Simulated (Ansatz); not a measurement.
CuH3OS, SMILES [OH2+][Cu-][SH], a rigid scan of one bond angle

With the Ansatz DFT code, driven from Python.

Run as a notebook:

```python
import ansatz
from ase import Atoms
```

```python
atoms = Atoms(["O", "Cu", "S", "H", "H", "H"], positions=[
    [0.345, 0.5181, -1.281],
    [0.3246, -1.0645, -0.3544],
    [0.0755, -1.1993, 1.7098],
    [-0.6032, 0.4478, -1.1687],
    [0.5516, 1.2348, -0.6355],
    [-0.6514, -0.0009, 1.6836],
])

# relax first, so that the scan starts from a minimum
first = (
    ansatz.Crystal.molecule_from_ase(atoms).calculation()
    .basis(gaussian="def2-SVP")
    .functional("hf")
    .relax(force_tolerance=0.02, max_steps=80)  # relax until the tolerances are met
)
atoms.positions = first.run(threads=1).report["positions_ang"]
```

```python
rows = []
for angle in [90, 100, 110, 120, 135, 150, 165, 179]:
    bent = atoms.copy()
    bent.set_angle(1, 2, 5, angle, indices=[5])
    calculation = (
        ansatz.Crystal.molecule_from_ase(bent).calculation()
        .basis(gaussian="def2-SVP")  # atom-centred Gaussian functions
        .functional("hf")
    )
    rows.append((angle, calculation.run(threads=1).report["free_energy_ev"]))
floor = min(e for _, e in rows)
for angle, e in rows:
    print(f"angle Cu1-S2-H5 = {angle:3d} deg   {1000 * (e - floor):9.1f} meV")
```

    angle Cu1-S2-H5 =  90 deg         6.9 meV
    angle Cu1-S2-H5 = 100 deg         0.0 meV
    angle Cu1-S2-H5 = 110 deg        56.1 meV
    angle Cu1-S2-H5 = 120 deg       171.1 meV
    angle Cu1-S2-H5 = 135 deg       428.0 meV
    angle Cu1-S2-H5 = 150 deg       724.4 meV
    angle Cu1-S2-H5 = 165 deg       967.0 meV
    angle Cu1-S2-H5 = 179 deg      1062.8 meV

The scan is rigid, and the energies are electronic, in a modest basis. The zero is the lowest point of the grid, which needn't be the minimum. The whole script took 28 s on 1 thread of Arm Neoverse V2, with other jobs on the host, peak memory 0.23 GiB.

(A comment or docstring line of the script was reworded after the run, the code is as it ran.)
